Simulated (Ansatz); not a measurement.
# Cs (bcc type): the cost of one run

Program: Ansatz 0.2.0. Level of theory: DFT PBE, with the methods named in each step. These are calculated values, not measurements.

### Step 1. The starting structure

Symmetry: Im-3m, No. 229, cubic system. The conventional cell has a = 6.154 Å, b = 6.154 Å, c = 6.154 Å, α = 90.00°, β = 90.00°, γ = 90.00°.

Structure file:

```xyz
1
Lattice="-3.0772 3.0772 3.0772 3.0772 -3.0772 3.0772 3.0772 3.0772 -3.0772" Properties=species:S:1:pos:R:3 pbc="T T T"
Cs    0.0000    0.0000    0.0000
```

Whether this phase is the stable one at these pressures isn't tested.

### Step 2. The reference volume, LAPW

Input file input.yaml:

```yaml
crystal:
  lattice:
    - [-3.0771560441, 3.0771560441, 3.0771560441]
    - [3.0771560441, -3.0771560441, 3.0771560441]
    - [3.0771560441, 3.0771560441, -3.0771560441]
  atoms:
    - { symbol: Cs, position: [0.0, 0.0, 0.0] }
kpoints:
  mp_grid: { grid: [9, 9, 9] }
  band_path:
    path:
      - [0.0, 0.0, 0.0]
      - [0.5, -0.5, 0.5]
      - [0.0, 0.0, 0.5]
      - [0.0, 0.0, 0.0]
      - [0.25, 0.25, 0.25]
      - [0.5, -0.5, 0.5]
      - [0.25, 0.25, 0.25]
      - [0.0, 0.0, 0.5]
    npoints: 14
scf:
  occupations: { method: fermi_dirac, width: 0.05 }
hamiltonian:
  xc: pbe
  pseudopotentials: { kind: all_electron, lapw: { basis_error: 0.001 } }
output:
  forces: true
  stress: true
  eigenvalues: true
  populations: true
  dos: { projected: true, de: 0.2, e_range: [-14, 8] }
```

On the command line:

```console
ansatz run input.yaml --threads 1 --pin off --max-ram 2048MiB --backend cpu --events-out ev --progress --plain --runs-dir out
```

**Question.** How long does this run take on 1 thread of AMD EPYC 9R45 (Zen 5), shared host, and how much memory does it need?

About 1.4 s, with a peak of 0.27 GiB.
